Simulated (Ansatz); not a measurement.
# CaLuH5: the cost of one run

Program: Ansatz 0.2.0. Level of theory: DFT PBE, scalar-relativistic, plane waves, PAW. These are calculated values, not measurements.

1 further run of the same task is left out (it didn't finish).

## 1. The starting structure

It takes space group P4/mmm (No. 123, tetragonal). The conventional cell has a = 3.717 Å, b = 3.717 Å, c = 5.979 Å, α = 90.00°, β = 90.00°, γ = 90.00°. Ca (site symmetry 4/mmm) is surrounded by 12 H at 2.59 to 2.63 Å. Around Lu (site symmetry 4/mmm) lie 8 H at 2.20 Å. H (site symmetry 2mm) has 2 Lu at 2.20 Å and 2 Ca at 2.59 Å as nearest neighbours. H (site symmetry 4/mmm) has 8 H at 2.59 Å and 4 Ca at 2.63 Å as nearest neighbours.

Structure file:

```xyz
7
Lattice="3.7173 0.0000 0.0000 0.0000 3.7173 0.0000 0.0000 0.0000 5.9789" Properties=species:S:1:pos:R:3 pbc="T T T"
Ca    0.0000    0.0000    0.0000
Lu    0.0000    0.0000    2.9894
H     0.0000    1.8587    1.8064
H     0.0000    1.8587    4.1725
H     1.8587    0.0000    1.8064
H     1.8587    0.0000    4.1725
H     1.8587    1.8587    0.0000
```

Recipe of the guess: species swapped into a database cell of GdIn5Rh (P4/mmm, No. 123), with Ca on the Gd sites, H on the In sites and Lu on the Rh sites. The dimensions are guesses.

## 2. The guess as it stands, on a coarse mesh

input.yaml reads:

```yaml
crystal:
  lattice:
    - [3.71730608, 0.0, 0.0]
    - [0.0, 3.71730608, 0.0]
    - [0.0, 0.0, 5.97886539]
  atoms:
    - { symbol: Ca, position: [0.0, 0.0, 0.0] }
    - { symbol: Lu, position: [0.0, 0.0, 0.5] }
    - { symbol: H, position: [0.0, 0.5, 0.30212563] }
    - { symbol: H, position: [0.0, 0.5, 0.69787437] }
    - { symbol: H, position: [0.5, 0.0, 0.30212563] }
    - { symbol: H, position: [0.5, 0.0, 0.69787437] }
    - { symbol: H, position: [0.5, 0.5, 0.0] }
basis:
  ecutwfc: 420
kpoints:
  mp_grid: { grid: [6, 6, 4] }
hamiltonian:
  xc: pbe
scf:
  occupations: { method: gaussian, width: 0.1 }
  lower_state_search: "off"
output:
  forces: true
  stress: true
  eigenvalues: true
```

Launch:

```bash
> ansatz run input.yaml --threads 1 --pin off --max-ram 2048MiB --backend cpu --events-out ev --progress --plain --runs-dir out
```

Q: Estimate wall time and peak memory on 1 thread of Arm Neoverse V1, shared host.

About 4.1 s, with a peak of 0.35 GiB.
